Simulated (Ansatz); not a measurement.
# BH7O2SSi2: up Jacob's ladder to CCSD(T)

An exercise on one series of results from a longer session: the logs are not shown, and one member is left open.

Computed with Ansatz 0.2.0, Gaussian basis. Level: functionals in def2-TZVPP, the program's frozen cores in correlated methods.

Plan: PBE-D4, r2SCAN-D4, PBE0-D4, B3LYP-D4, ωB97X-V, ωB97M-V, B2PLYP; CCSD(T)/def2-TZVPP; MP2/def2-QZVPP; extrapolation to the limit.

## The relaxed structure

The geometry comes from an earlier relaxation with PBE0-D4 in a triple-zeta def2 set; it is a stationary point, not always the lowest conformer.

SMILES `[SiH3]OB(S)O[SiH3]`, 13 atoms, charge 0, spin multiplicity 1.

Atoms are counted from 1 here; the program's logs count them from 0.

Bond lengths: Si1–O2 1.643 Å, Si1–H7 1.487 Å, Si1–H8 1.481 Å, Si1–H9 1.483 Å, O2–B3 1.356 Å, B3–S4 1.821 Å, B3–O5 1.358 Å, S4–H10 1.341 Å, O5–Si6 1.646 Å, Si6–H11 1.481 Å, Si6–H12 1.483 Å, Si6–H13 1.487 Å. Angles: O2–Si1–H7 110.2°, O2–Si1–H8 107.8°, O2–Si1–H9 109.4°, H7–Si1–H8 109.7°, H7–Si1–H9 109.7°, H8–Si1–H9 110.1°, Si1–O2–B3 142.2°, O2–B3–S4 116.0°, O2–B3–O5 124.1°, S4–B3–O5 119.9°, B3–S4–H10 95.4°, B3–O5–Si6 139.9°, O5–Si6–H11 107.5°, O5–Si6–H12 109.6°, O5–Si6–H13 110.3°, H11–Si6–H12 110.0°, H11–Si6–H13 109.7°, H12–Si6–H13 109.7°.

Geometry (Å):

```xyz
13
BH7O2SSi2
Si    0.85832   -1.82073    0.68961
O     0.38479   -0.38382    1.33107
B    -0.31123    0.74275    1.03752
S    -0.77015    1.78973    2.45522
O    -0.66787    1.11172   -0.21970
Si   -0.34611    0.72215   -1.78611
H    -0.01133   -2.18072   -0.46181
H     0.73589   -2.85008    1.74769
H     2.26716   -1.71949    0.23818
H    -1.38112    2.73306    1.72310
H    -0.33683    1.98209   -2.56531
H    -1.40144   -0.18469   -2.29877
H     0.97995    0.05804   -1.89071
```

Set-up of the first run:

The input, in.yaml:

```yaml
crystal:
  periodic: [false, false, false]
  atoms:
    - {symbol: Si, position_ang: [0.858317, -1.820733, 0.689607]}
    - {symbol: O, position_ang: [0.384791, -0.383820, 1.331070]}
    - {symbol: B, position_ang: [-0.311233, 0.742749, 1.037522]}
    - {symbol: S, position_ang: [-0.770154, 1.789729, 2.455223]}
    - {symbol: O, position_ang: [-0.667875, 1.111720, -0.219697]}
    - {symbol: Si, position_ang: [-0.346111, 0.722148, -1.786110]}
    - {symbol: H, position_ang: [-0.011333, -2.180716, -0.461805]}
    - {symbol: H, position_ang: [0.735885, -2.850083, 1.747690]}
    - {symbol: H, position_ang: [2.267156, -1.719494, 0.238178]}
    - {symbol: H, position_ang: [-1.381125, 2.733061, 1.723096]}
    - {symbol: H, position_ang: [-0.336831, 1.982093, -2.565313]}
    - {symbol: H, position_ang: [-1.401441, -0.184695, -2.298767]}
    - {symbol: H, position_ang: [0.979953, 0.058041, -1.890707]}
basis:
  gaussian: {orbitals: def2-TZVPP}
hamiltonian: {xc: pbe, dispersion: d4}
output: {forces: true, orbitals: {seedname: orbitals}}
```

Started as:

```sh
$ ansatz run in.yaml --threads 2 --pin off --events-out ev --progress --plain --max-ram 22528MiB --backend cuda --devices 0, --max-vram 18GiB
```

Among the steps run: PBE-D4 (GGA); r2SCAN-D4 (meta-GGA); PBE0-D4 (hybrid); B3LYP-D4 (hybrid); ωB97X-V (range-separated); ωB97M-V (range-separated); B2PLYP (double hybrid); CCSD(T) in def2-TZVPP; MP2 in def2-QZVPP.

One of the session's tables, all rows but one given; the rest of the session is left out.

| method | atomisation energy (kJ/mol) |
| --- | --- |
| PBE-D4 | 4733.8 |
| r2SCAN-D4 | 4743.2 |
| PBE0-D4 | 4677.4 |
| B3LYP-D4 | 4720.9 |
| ωB97X-V | 4755.3 |
| ωB97M-V | 4749.9 |
| B2PLYP | 4671.1 |
| HF/def2-TZVPP | 3554.8 |
| MP2/def2-TZVPP | 4681.6 |
| CCSD/def2-TZVPP | 4544.8 |
| CCSD(T)/def2-TZVPP | ? |
| MP2/CBS | 4811.1 |
| CCSD(T)/CBS | 4734.5 |

Estimate the missing values for CCSD(T)/def2-TZVPP.

As computed: atomisation energy (kJ/mol): 4604.9. In the column «atomisation energy (kJ/mol)» it lies between CCSD/def2-TZVPP (4544.8) and B2PLYP (4671.1).
